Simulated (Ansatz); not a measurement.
**IrSe (zincblende): other levels of theory at one geometry**

An exercise on one series of results from a longer session: the logs are not shown, and one member is left open.

Method: DFT at several levels, plane waves, PAW, in Ansatz 0.2.0.

3 further runs of the same task are left out: 2 that didn't finish, 1 set aside as unsound or not needed. Runs told in other sessions of the task aren't counted.

## The starting structure

It takes space group F-43m (No. 216, cubic). Conventional cell: a = 5.564 Å, b = 5.564 Å, c = 5.564 Å, α = 90.00°, β = 90.00°, γ = 90.00°. Around Ir (site symmetry -43m) lie 4 Se at 2.41 Å. Around Se (site symmetry -43m) lie 4 Ir at 2.41 Å.

Coordinates:

```cif
data_structure
_symmetry_space_group_name_H-M 'P 1'
_symmetry_Int_Tables_number 1
_cell_length_a 3.9344
_cell_length_b 3.9344
_cell_length_c 3.9344
_cell_angle_alpha 60.000
_cell_angle_beta 60.000
_cell_angle_gamma 60.000
_cell_volume 43.07
loop_
_atom_site_label
_atom_site_type_symbol
_atom_site_fract_x
_atom_site_fract_y
_atom_site_fract_z
_atom_site_occupancy
Ir1 Ir 0.00000 0.00000 0.00000 1
Se1 Se 0.25000 0.25000 0.25000 1
```

This cell comes from an earlier session at PBE: 21.533 Å³/atom at 0.00 GPa, on a 10×10×10 mesh, metallic.

Levels to run: PBE+SOC; r²SCAN; PBEsol; LDA. Hardware: 2 threads of Arm Neoverse V2, shared host.

The first run:

File input.yaml:

```yaml
crystal:
  lattice:
    - [0.0, 2.7820649878, 2.7820649878]
    - [2.7820649878, 0.0, 2.7820649878]
    - [2.7820649878, 2.7820649878, 0.0]
  atoms:
    - { symbol: Ir, position: [0.0, 0.0, 0.0] }
    - { symbol: Se, position: [0.25, 0.25, 0.25] }
basis:
  ecutwfc: 420
  ecutrho_ratio: 4
kpoints:
  mp_grid: { grid: [10, 10, 10] }
hamiltonian:
  xc: pbe
scf:
  occupations: { method: gaussian, width: 0.05 }
output:
  forces: true
  stress: true
  eigenvalues: true
  populations: true
  dos: { projected: true, de: 0.02 }
  write_density: true
  write_potential: true
  elf: true
  volumetric_format: npy
magnetization:
  noncollinear: true
  spin_orbit: true
```

The run is started by

```sh
> ansatz run input.yaml --threads 2 --pin off --max-ram 2662MiB --backend cpu --events-out ev --progress --plain --runs-dir out
```

Steps of the session up to this table: PBE+SOC; r²SCAN; PBEsol; LDA.

One of the session's tables, all rows but one given; the rest of the session is left out.

```
  level  pressure (GPa)
    PBE             0.0
    LDA            -7.5
 PBEsol               ?
PBE+SOC             0.6
 r²SCAN            -3.4
```

Q: Estimate the row for PBEsol from the others.

The run gave: pressure (GPa): -5.0. In the column «pressure (GPa)» it lies between LDA (-7.5) and r²SCAN (-3.4).

The pressure runs from -7.5 GPa (LDA) to 0.6 GPa (PBE+SOC); a negative pressure means that level wants a smaller cell, a positive one a larger cell. Total energies of different levels have different zeros and can't be compared.
